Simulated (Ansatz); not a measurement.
# Zn3Se2S: one candidate of a structure search

Aim: relax a trial structure of Zn3Se2S and see where it ends.

Computed with Ansatz 0.2.0 (DFT PBE, scalar-relativistic, plane waves, PAW, unless a step's input says otherwise).

**1. Starting point**

Symmetry: P3m1, No. 156, trigonal system. Conventional cell: a = 3.986 Å, b = 3.986 Å, c = 9.766 Å, α = 90.00°, β = 90.00°, γ = 120.00°. Around Zn (site symmetry 3m) lie 1 S at 2.36 Å and 3 Se at 2.46 Å. Zn (site symmetry 3m) is surrounded by 4 Se at 2.46 to 2.47 Å. Around Zn (site symmetry 3m) lie 3 S at 2.41 Å and 1 Se at 2.48 Å. Se (site symmetry 3m) has 4 Zn at 2.46 to 2.47 Å in its first shell of neighbours. Around Se (site symmetry 3m) lie 4 Zn at 2.46 to 2.48 Å. S (site symmetry 3m) is surrounded by 4 Zn at 2.36 to 2.41 Å.

Coordinates:

```cif
data_structure
_symmetry_space_group_name_H-M 'P3m1'
_symmetry_Int_Tables_number 156
_cell_length_a 3.9860
_cell_length_b 3.9860
_cell_length_c 9.7656
_cell_angle_alpha 90.000
_cell_angle_beta 90.000
_cell_angle_gamma 120.000
_cell_volume 134.37
loop_
_atom_site_label
_atom_site_type_symbol
_atom_site_symmetry_multiplicity
_atom_site_Wyckoff_symbol
_atom_site_fract_x
_atom_site_fract_y
_atom_site_fract_z
_atom_site_occupancy
Zn1 Zn 1 a 0.00000 0.00000 0.99049 1
Zn2 Zn 1 c 0.66667 0.33333 0.33309 1
Zn3 Zn 1 b 0.33333 0.66667 0.67604 1
Se1 Se 1 c 0.66667 0.33333 0.07966 1
Se2 Se 1 b 0.33333 0.66667 0.42170 1
S1 S 1 a 0.00000 0.00000 0.74902 1
```

The start is the relaxed end of an invented cell (made as: elements ordered on the sites of the ZnSe type, S/Se on Se (P3m1, No. 156)), taken up again for a closer look.

**2. The guess as it stands, on a coarse mesh**

File input.yaml:

```yaml
crystal:
  lattice:
    - [3.9859881, 0.0, 0.0]
    - [-1.9929941, 3.451967, 0.0]
    - [0.0, 0.0, 9.7655902]
  atoms:
    - { symbol: Zn, position: [0.0, 0.0, 0.990488] }
    - { symbol: Zn, position: [0.6666667, 0.3333333, 0.333091] }
    - { symbol: Zn, position: [0.3333333, 0.6666667, 0.676039] }
    - { symbol: Se, position: [0.6666667, 0.3333333, 0.079664] }
    - { symbol: Se, position: [0.3333333, 0.6666667, 0.421697] }
    - { symbol: S, position: [0.0, 0.0, 0.74902] }
basis:
  ecutwfc: 420
kpoints:
  mp_grid: { grid: [6, 6, 2] }
hamiltonian:
  xc: pbe
scf:
  occupations: { method: gaussian, width: 0.1 }
  lower_state_search: "off"
output:
  forces: true
  stress: true
  eigenvalues: true
```

Command:

```console
$ ansatz run input.yaml --threads 4 --pin off --max-ram 8192MiB --backend cpu --events-out ev --progress --plain --runs-dir out
```

Standard output (excerpt; [...] marks lines left out):

```text
[...]
SCF converged after 8 iterations
Free energy (F): -21801.732990 eV
[...]
E sigma→0 (E₀):  -21801.732990 eV
Fermi energy:    6.840301 eV
[...]
--- Forces (eV/Å), atoms counted from 1 ---
  atom   1  Zn     0.00000000    -0.00000000    -0.00861596
  atom   2  Zn     0.00000000    -0.00000000     0.00203193
  atom   3  Zn     0.00000000    -0.00000000    -0.00431015
  atom   4  Se    -0.00000000     0.00000000     0.00118238
  atom   5  Se    -0.00000000     0.00000000     0.00062119
  atom   6  S     -0.00000000     0.00000000     0.00908611
[...]
--- Stress (GPa, compression-positive) ---
        0.009791      -0.000000       0.000000
       -0.000000       0.009791       0.000000
        0.000000       0.000000      -0.016241
  P = ⅓ Tr σ = 0.0011 GPa (0.011 kbar)
--- Band table (eV; the first three rows and the last of 14) ---
[...]
```

It took 2 s on 4 threads of Arm Neoverse V2, shared host; peak memory 0.44 GiB.

Read-out: pressure 0.0 GPa, largest force 0.01 eV/Å, gap on this mesh 1.26 eV. The coarse relaxation is skipped.

**3. Final relaxation**

Changes to input.yaml since step 2:

```diff
@@ -15,3 +15,3 @@
 kpoints:
-  mp_grid: { grid: [6, 6, 2] }
+  mp_grid: { grid: [12, 12, 4] }
 hamiltonian:
@@ -19,4 +19,3 @@
 scf:
-  occupations: { method: gaussian, width: 0.1 }
-  lower_state_search: "off"
+  occupations: { method: gaussian, width: 0.02 }
 output:
@@ -25 +24,6 @@
   eigenvalues: true
+relax:
+  adjacent_minimum: "off"
+  f_tol: 0.01
+  max_steps: 80
+  cell: { stress_tol: 0.05 }
```

Command:

```console
$ ansatz run input.yaml --threads 4 --pin off --max-ram 8192MiB --backend cpu --events-out ev --progress --plain --runs-dir out
```

Standard output (excerpt; [...] marks lines left out):

```text
Warning: RAYON_NUM_THREADS=4 ignored (pool sized by the plan → 4); use --threads N
[...]
Pseudopotentials: kind: paw
Pseudopotential: Zn, paw, valence charge 12, recommended cutoff 420 eV (normal), Zn.paw.azcp
Pseudopotential: Se, paw, valence charge 16, recommended cutoff 420 eV (normal), Se.paw.azcp
Pseudopotential: S, paw, valence charge 6, recommended cutoff 420 eV (normal), S.paw.azcp
Functional definition: PBE
[...]
Crystal: 6 atoms, lattice volume = 134.370 Å³
Basis set: ecut = 420 eV, 2649 PW (Γ), exchange–correlation on 54×54×144 points (8 copies of the dense FFT grid, shifted against one another)
Bands: 45, of which v1, the nominal top of the filled ones, is band 37 counted from 1 (36 counted from 0)
Symmetry: 6 space group operations
Space group: P3m1 (ITA 156), of the structure as read, at distance tolerance 5.1e-5 Å
k-points: 69 of 576 (time reversal used)
[...]
--- Stress (GPa, compression-positive) ---
       -0.014458      -0.000000       0.000000
       -0.000000      -0.014458       0.000000
        0.000000       0.000000       0.020538
  P = ⅓ Tr σ = -0.0028 GPa (-0.028 kbar)
--- Band table (eV; the first three rows and the last of 69) ---
[...]
--- Relaxed structure (1 steps of the walk, 1 accepted, 1 SCFs on fresh bases) ---
  F+E_penalty+E_count = -21801.74226080 eV   max|allowed force component| = 7.843e-3 eV/Å   (the final SCF, on the basis selected at the relaxed cell)
  cell:  # Å, volume = 134.3696 Å³
    - [3.985988126683705, 2.886751352080911e-8, 0.0]
    - [-1.9929940883418524, 3.451966962457477, 0.0]
    - [0.0, 0.0, 9.7655902]
  atoms:
    - { symbol: Zn, position: [0.0, 0.0, 0.990488] }
    - { symbol: Zn, position: [0.6666666666666667, 0.33333333333333326, 0.333091] }
    - { symbol: Zn, position: [0.3333333333333333, 0.6666666666666666, 0.676039] }
    - { symbol: Se, position: [0.6666666666666667, 0.33333333333333326, 0.079664] }
    - { symbol: Se, position: [0.3333333333333333, 0.6666666666666666, 0.421697] }
    - { symbol: S, position: [0.0, 0.0, 0.74902] }
```

Run time: 23 s. Hardware: 4 threads of Arm Neoverse V2, shared host; peak memory 0.65 GiB.

Step by step:

| step | E - E(step 1) (eV/cell) | largest force component (eV/Å) | pressure (GPa) | volume (Å³) |
| --- | --- | --- | --- | --- |
| 1 | 0.0000 | 0.0078 | 0.00 | 134.37 |
| 2 | 0.0000 | 0.0078 | 0.00 | 134.37 |

Step 1 is the start. Step 2 repeats the geometry before it on a plane-wave basis chosen anew for that cell, so its energy need not be comparable with the rows above.

|  | before | after | change |
| --- | --- | --- | --- |
| a (Å) | 3.986 | 3.986 | 0.0 % |
| b (Å) | 3.986 | 3.986 | 0.0 % |
| c (Å) | 9.766 | 9.766 | 0.0 % |
| volume (Å³/atom) | 22.39 | 22.39 | 0.0 % |
| shortest distance (Å) | 2.358 | 2.358 | 0.0 % |
| space group (0.01 Å) | P3m1 | P3m1 | same |

Forces and stress were held to the start's 6 operations: a distortion of lower symmetry was not tested.

**4. Variant: xc r2scan, preconditioner kerker_dos, ecutwfc left out**

Changes to input.yaml since step 3:

```diff
@@ -12,4 +12,2 @@
     - { symbol: S, position: [0.0, 0.0, 0.74902] }
-basis:
-  ecutwfc: 420
 kpoints:
@@ -17,9 +15,10 @@
 hamiltonian:
-  xc: pbe
+  xc: r2scan
 scf:
   occupations: { method: gaussian, width: 0.02 }
+  mixing: { preconditioner: kerker_dos }
 output:
   forces: true
+  eigenvalues: true
   stress: true
-  eigenvalues: true
 relax:
```

Command:

```console
$ ansatz run input.yaml --threads 4 --pin off --max-ram 8192MiB --backend cpu --events-out ev --progress --plain --runs-dir out
```

Standard output (excerpt; [...] marks lines left out):

```text
Warning: RAYON_NUM_THREADS=4 ignored (pool sized by the plan → 4); use --threads N
[...]
[... 1 set-up line as earlier in the session ...]
Pseudopotential: Zn, paw, valence charge 12, recommended cutoff 500 eV (meta_gga), Zn.paw.azcp
Pseudopotential: Se, paw, valence charge 16, recommended cutoff 500 eV (meta_gga), Se.paw.azcp
Pseudopotential: S, paw, valence charge 6, recommended cutoff 500 eV (meta_gga), S.paw.azcp
Functional definition: r2SCAN
[...]
Crystal: 6 atoms, lattice volume = 134.370 Å³
Basis set: ecut = 500 eV, 3437 PW (Γ), exchange–correlation on 120×120×288 points (64 copies of the dense FFT grid, shifted against one another)
Bands: 45, of which v1, the nominal top of the filled ones, is band 37 counted from 1 (36 counted from 0)
[... 2 set-up lines as earlier in the session ...]
k-points: 69 of 576 (time reversal used)
[...]
--- Relaxed structure (4 steps of the walk, 4 accepted, 1 SCFs on fresh bases) ---
  F+E_penalty+E_count = -21844.38160833 eV   max|allowed force component| = 1.359e-3 eV/Å   (the final SCF, on the basis selected at the relaxed cell)
  cell:  # Å, volume = 129.9093 Å³
    - [3.940769679614445, 2.8540030328223195e-8, -4.1122976233284783e-26]
    - [-1.9703848645236135, 3.412806638739557, -8.951707952663099e-33]
    - [-1.0075046258754256e-25, -5.816833856536323e-26, 9.659342335313935]
  atoms:
    - { symbol: Zn, position: [1.0868349122170361e-28, 5.434337132124369e-29, 0.9905596707510625] }
    - { symbol: Zn, position: [0.6666666666666665, 0.33333333333333326, 0.33307379280318666] }
    - { symbol: Zn, position: [0.33333333333333326, 0.6666666666666665, 0.6759114567803686] }
    - { symbol: Se, position: [0.6666666666666665, 0.33333333333333326, 0.07976586400951582] }
    - { symbol: Se, position: [0.33333333333333326, 0.6666666666666665, 0.4216641653958093] }
    - { symbol: S, position: [6.142558323428301e-30, 3.0707432486006826e-30, 0.7490240502600567] }
```

Wall time 1.9 min (4 threads of Arm Neoverse V2, shared host); peak memory 0.94 GiB.

| run | ending | energy change | pressure (GPa) | gap (eV) | force (eV/Å) | cycles | time |
| --- | --- | --- | --- | --- | --- | --- | --- |
| step 3 | converged | - | 0.0 | 1.26 | 0.01 | - | 23 s |
| variant | converged | not comparable | 0.0 | 1.95 | 0.00 | - | 1.9 min |

After a change of functional the difference of the totals has no physical meaning; the gap on the mesh goes from 1.26 to 1.95 eV and the final volume goes from 134.37 to 129.91 Å³. The cutoff changed too. Cost: 1.9 min against 23 s.

**5. What came out**

| quantity | value |
| --- | --- |
| symmetry at the end (tolerance 0.02 Å) | space group P3m1 (No. 156) |
| conventional cell | a = 3.986 Å, b = 3.986 Å, c = 9.766 Å, α = 90.00°, β = 90.00°, γ = 120.00° |
| volume | 22.39 Å³/atom |
| energy over the elements | -0.74 eV/atom |
| gap on the mesh | 1.26 eV |

What this shows: The space group P3m1 (No. 156) is kept, at nearly the size of the first guess. It lies below the elements, which doesn't yet make it stable: competing phases were not computed in this session. No finished test with a distortion of lower symmetry is shown, so the end may be a saddle point.
